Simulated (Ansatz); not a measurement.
# CoHCl2 (quintet): wave-function methods side by side, def2-SVP

The task here is to estimate one member of a computed series from the others.

Method: def2-SVP, core rule «outside noble gas», up to 19 orbitals frozen; program: Ansatz 0.2.0, Gaussian basis.

To be run: UHF; CCSD(T) on ROHF; CCSD(T) on UHF; CISD as a restricted active space (open shells left free, so some higher excitations enter); CCSDT(Q) on ROHF; CCSDT(Q) on UHF; CASSCF and MRCISD+Q, 20 electrons in 13 orbitals; CASSCF and NEVPT2, 20 electrons in 13 orbitals.

10 further runs of the same task are left out: 2 for a known fault of the program, 3 that didn't finish, 5 set aside as unsound or not needed. Runs told in other sessions of the task aren't counted.

## What is computed

The geometry is a PBE0/def2-TZVP stationary point (not a proven minimum).

4 atoms, charge 0, spin multiplicity 5.

Atoms are counted from 1 here; the program's logs count them from 0.

Bond lengths: Co1–Cl2 2.096 Å, Co1–Cl3 2.096 Å, Co1–H4 1.626 Å. Angles: Cl2–Co1–Cl3 128.9°, Cl2–Co1–H4 115.6°, Cl3–Co1–H4 115.6°.

Geometry (Å):

```xyz
4
Cl2CoH
Co    0.00000   -0.47759    0.00000
Cl    0.00000    0.42685   -1.89082
Cl    0.00000    0.42685    1.89082
H     0.00000   -2.10386    0.00000
```

The first run:

Contents of in.yaml:

```yaml
crystal:
  periodic: [false, false, false]
  atoms:
    - {symbol: Co, position_ang: [0.000000, -0.477587, 0.000000]}
    - {symbol: Cl, position_ang: [0.000000, 0.426851, -1.890817]}
    - {symbol: Cl, position_ang: [0.000000, 0.426851, 1.890817]}
    - {symbol: H, position_ang: [0.000000, -2.103857, 0.000000]}
basis:
  gaussian: {orbitals: def2-SVP}
magnetization: {spin_polarized: true, initial_magnetization: 4}
hamiltonian: {xc: hf}
output: {orbitals: {seedname: orbitals}}
```

On the command line:

```bash
> ansatz run in.yaml --threads 1 --pin off --events-out ev --progress --plain --max-ram 4096MiB --backend cpu
```

Steps of the session up to this table: UHF; CCSD(T) on ROHF; CCSD(T) on UHF; CISD as a restricted active space (open shells left free, so some higher excitations enter); CCSDT(Q) on ROHF; CCSDT(Q) on UHF; CASSCF and MRCISD+Q, 20 electrons in 13 orbitals; CASSCF and NEVPT2, 20 electrons in 13 orbitals.

One of the session's tables, all rows but one given; the rest of the session is left out.

```
          method  from RCCSDT(Q) (kJ/mol)
            ROHF                  +1342.2
             UHF                  +1313.5
            RMP2                   +177.5
            UMP2                   +159.5
            CISD                        ?
           RCCSD                    +55.3
           UCCSD                    +48.3
        RCCSD(T)                    +13.0
        UCCSD(T)                     +7.5
          RCCSDT                     +4.6
          UCCSDT                     -0.6
       RCCSDT(Q)                        0
       UCCSDT(Q)                     -7.3
  CASSCF valence                  +1263.5
  NEVPT2 valence                   +234.4
  MRCISD valence                   +187.0
MRCISD+Q valence                    +51.1
```

**Question.** Estimate the row for CISD.

The run gave: from RCCSDT(Q) (kJ/mol): +235.0. In the column «from RCCSDT(Q) (kJ/mol)» it lies between NEVPT2 valence (+234.4) and CASSCF valence (+1263.5).

To keep in mind: Restricted and unrestricted rows rest on different reference determinants; a gap between their highest levels can come from leftover correlation error, from unlike frozen cores or from another state.
